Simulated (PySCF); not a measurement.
**CoNCl: relaxation and vibrations of the sextet**

Aim: relax CoNCl as a sextet from a bent start, check by its vibrations whether the end is a minimum, and collect its spectrum and constants.

Computed with PySCF 2.14.0. Level: PBE0, basis Co def2-TZVP, N def2-TZVP, Cl def2-TZVP, no relativity, density fitting.

### Step 1. Where the work starts

3 atoms, charge 0, spin multiplicity 6.

Bond lengths: Co1–N2 1.630 Å, Co1–Cl3 2.100 Å. Angles: N2–Co1–Cl3 110.0°.

Z-matrix (Å, degrees; charge 0 multiplicity 6):
```
Co
N  1 1.6300
Cl 1 2.1000 2 110.00
```

### Step 2. The SCF at the typed geometry

One driver script runs all steps and calls PySCF; scf.py shows how it sets up the SCF of each step. The optimiser is the driver's own. After this first run the driver tries any further starts and a stability analysis.

scf.py reads:

```python
from pyscf import gto, scf, dft
mol = gto.M(atom='''
Co     0.000000     0.000000     0.000000
N     -1.335200     0.000000     0.934900
Cl     1.720200     0.000000     1.204500''',
    basis={'Co': 'def2-TZVP', 'N': 'def2-TZVP', 'Cl': 'def2-TZVP'},
    charge=0, spin=5)
mf = dft.UKS(mol, xc='PBE0')
mf.grids.atom_grid = (50, 194)
aux = {'Co': 'def2-universal-JKFIT', 'N': 'def2-universal-JKFIT', 'Cl': 'def2-universal-JKFIT'}
mf = mf.density_fit(auxbasis=aux)
mf.conv_tol = 1e-08
mf.diis_space = 10
mf.max_cycle = 60
mf.init_guess = 'minao'
mf.verbose = 4
mf.kernel()
```

Started as:

```console
OMP_NUM_THREADS=4 python axn.py task.json out
```

The runs that follow: Bent start, sextet: relaxation; Hessian and properties.

**Question.** What will these runs give? Wanted: minimum; geometry; wavenumbers; dipole moment; highest occupied, lowest empty level; polar-tensor charge of Co1; zero-point energy; atomisation energy; ⟨S²⟩.

**Answer**, as computed:

| quantity | value |
| --- | --- |
| minimum | sextet, C∞v |
| geometry | Co–Cl 2.142 Å, Co–N 1.876 Å; Cl–Co–N 180.0° |
| wavenumbers (cm⁻¹) | 55, 58, 392, 574 |
| dipole moment | 0.93 D |
| highest occupied, lowest empty level (either spin) | -7.87, -4.23 eV |
| polar-tensor charge of Co1 | +1.13 e |
| zero-point energy | 6.5 kJ/mol |
| entropy at 298.15 K | 299.4 J/(mol K) |
| atomisation energy (no zero-point energy) | 548 kJ/mol |
| ⟨S²⟩ | 8.764 |

**Reading.** The bent start (Cs) ends in a minimum of C∞v symmetry. In the infrared the band at 574 cm⁻¹ (stretch) leads. Most of the spin sits on Co1 (Mulliken spin 2.92, against 5 for the whole molecule). Only this shape and spin were tried, so other structures or states may lie lower. The SCF density has lower symmetry than the nuclear frame. Open d and f shells are described by one determinant, and the ground state may have another occupation or spin.
